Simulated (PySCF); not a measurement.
# CH5As (methylarsine): the cost of one run

Programs: PySCF 2.14.0, with routines of our own; each step states its level. All values are computed. Atoms count from 0.

## Step 1: The system as given

7 atoms, charge 0, multiplicity 1; geometry from: GFN2-xTB.

## Step 2: Geometry optimisation at PBE0-D3(BJ)/def2-SVP

Job settings and geometry (Å):

```
{"job": {"xc": "PBE0", "basis": "def2-SVP", "d3": "d3bj", "grid": 1, "maxiter": 30, "shake": 0.01, "kind": "geom"}, "charge": 0, "multiplicity": 1}
C     -0.744390    -0.151040    -0.049690
As     1.090420     0.072440    -0.683910
H     -1.418270     0.606430    -0.560210
H     -1.098520    -1.115070    -0.320900
H     -0.854070     0.000250     1.011720
H      1.361640     1.314030     0.131570
H      1.697140    -0.756140     0.421490
```

Run with:

```bash
$ OMP_NUM_THREADS=1 python heavy_run.py task.json out
```

One launch serves the whole session: the jobs run in the order shown.

**Question.** How long does this first job take on 1 thread of Arm Neoverse V2, shared host, and how much memory does it need?

About 6.7 s, with a peak of 0.31 GiB.
